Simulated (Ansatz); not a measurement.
# C2H2BF2N: the cost of one run

Method: UHF/def2-SVP, in Ansatz 0.2.0.

### 1 The structure to begin with

Bond lengths: F1–B2 1.480 Å, B2–C3 1.615 Å, C3–F4 1.344 Å, C3–C5 1.320 Å, C3–N6 1.370 Å, C5–N6 1.412 Å, B2–H7 1.212 Å, C5–H8 1.056 Å. Angles: F1–B2–C3 121.6°, F1–B2–H7 117.1°, C3–B2–H7 121.2°, B2–C3–F4 118.8°, B2–C3–C5 116.0°, B2–C3–N6 112.2°, F4–C3–C5 120.0°, F4–C3–N6 113.3°, C5–C3–N6 63.3°, C3–C5–N6 60.1°, C3–C5–H8 152.0°, N6–C5–H8 147.8°, C3–N6–C5 56.6°.

As a file:

```xyz
8

F     0.8332   -2.1886    0.0667
B     0.9787   -0.7168    0.1084
C    -0.1745    0.2626   -0.4557
F    -0.4650    0.2322   -1.7680
C    -1.0916    0.6388    0.4156
N    -0.0639    1.5334    0.0445
H     2.0261   -0.2767    0.5302
H    -1.9509    0.4579    1.0023
```

### 2 Relaxing end A

input.yaml reads:

```yaml
crystal:
  periodic: [false, false, false]
  atoms:
    - { symbol: F, position_ang: [0.8332, -2.1886, 0.0667] }
    - { symbol: B, position_ang: [0.9787, -0.7168, 0.1084] }
    - { symbol: C, position_ang: [-0.1745, 0.2626, -0.4557] }
    - { symbol: F, position_ang: [-0.465, 0.2322, -1.768] }
    - { symbol: C, position_ang: [-1.0916, 0.6388, 0.4156] }
    - { symbol: "N", position_ang: [-0.0639, 1.5334, 0.0445] }
    - { symbol: H, position_ang: [2.0261, -0.2767, 0.5302] }
    - { symbol: H, position_ang: [-1.9509, 0.4579, 1.0023] }
magnetization:
  spin_polarized: true
basis:
  gaussian: { orbitals: def2-SVP }
hamiltonian:
  xc: hf
relax:
  f_tol: 0.02
  max_steps: 50
```

Started as:

```sh
$ ansatz run input.yaml --threads 2 --pin off --max-ram 3072MiB --backend cpu --events-out ev --progress --plain --runs-dir out
```

Q: Estimate wall time and peak memory on 2 threads of AMD EPYC 9R45 (Zen 5), shared host.

About 12 s, with a peak of 0.26 GiB.
